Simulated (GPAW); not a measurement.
Runs of GPAW 26.7.0 on GaSn. The structure is orthorhombic, space group Fmmm (No. 69). Conventional cell: a = 5.459 Å, b = 5.806 Å, c = 6.196 Å, α = 90.00°, β = 90.00°, γ = 90.00°. Ga (site symmetry mmm) is surrounded by 6 Sn at 2.73 to 3.10 Å. Sn (site symmetry mmm) has 6 Ga at 2.73 to 3.10 Å as nearest neighbours. The cell was built by a generator and needn't be a form met in nature.

```tsv
level	potentials or basis	cell	target pressure	eigensolver	gap on the mesh (eV)	pressure (GPa)	relaxed volume (Å³/atom)
PBEsol	PAW data sets generated in the run's folder for this functional, pw	relaxed to 30 GPa	30 GPa	-	none	30.0	-
PBEsol	PAW data sets generated in the run's folder for this functional, pw	relaxed to 20 GPa	20 GPa	-	none	20.0	-
revPBE	the program's PAW data sets (release 1.2.1) made for this functional, pw	relaxed	-	-	none	0.0	24.97
LDA	the program's PAW data sets (release 1.2.1) made for this functional, pw	relaxed	-	-	none	0.0	22.33
BLYP	PAW data sets generated in the run's folder for this functional, pw	relaxed	-	davidson	none	0.0	(a)
```

Alike in all rows: task relaxation of cell and atoms; no spin polarisation; k mesh 8 × 8 × 8; cutoff (eV) 600; smearing fermi-dirac 0.05 eV.

Q: Estimate the missing entries.

A: (a) 26.87.

Caveats: later steps reuse the first step's grids; the volume moved by over 15 % at a fixed basis, so the end points are rough (some runs).

A k mesh can miss the band edges, and the runs leave out spin-orbit coupling on Ga, Sn.

A gap of «none» marks a metal or a gap under the smearing width.

Runs at the PBE level aren't shown here.
